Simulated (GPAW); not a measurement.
AlO2, 6 atoms in the cell. It takes space group Cmcm (No. 63, orthorhombic). Conventional cell: a = 2.976 Å, b = 10.806 Å, c = 3.647 Å, α = 90.00°, β = 90.00°, γ = 90.00°. Around Al (site symmetry m2m) lie 6 O at 1.87 to 2.02 Å. O (site symmetry m2m) is surrounded by 2 Al at 1.88 Å. O (site symmetry m2m) is surrounded by 4 Al at 1.87 to 2.02 Å. The cell comes from a database or a generator and needn't be the stable form of this composition.

```yaml
Program: GPAW 26.7.0
Task: single point
Functional: PBEsol
Potentials_or_basis: PAW data sets generated in the run's folder for this functional
Cutoff: 800 eV
Basis: pw
k_mesh: 9 × 9 × 7
Occupations: fermi-dirac, width 0.05 eV
Spin: no spin polarisation
Maxiter: 150
```

Potentials or basis: PAW data sets generated in the run's folder for this functional, pw.

Run with:

```bash
$ gpaw-setup -f PBEsol Al O
$ OMP_NUM_THREADS=1 python run.py
```

Hardware: 1 thread of Arm Neoverse V1, on a shared host.

Problem. Estimate the wall time of this run.

Solution. Wall time 7.4 min on 1 thread of Arm Neoverse V1, with other jobs on the host, peak memory 0.53 GiB. Counts: scf iterations 11, plane waves 3037, bands 29, k points 160.
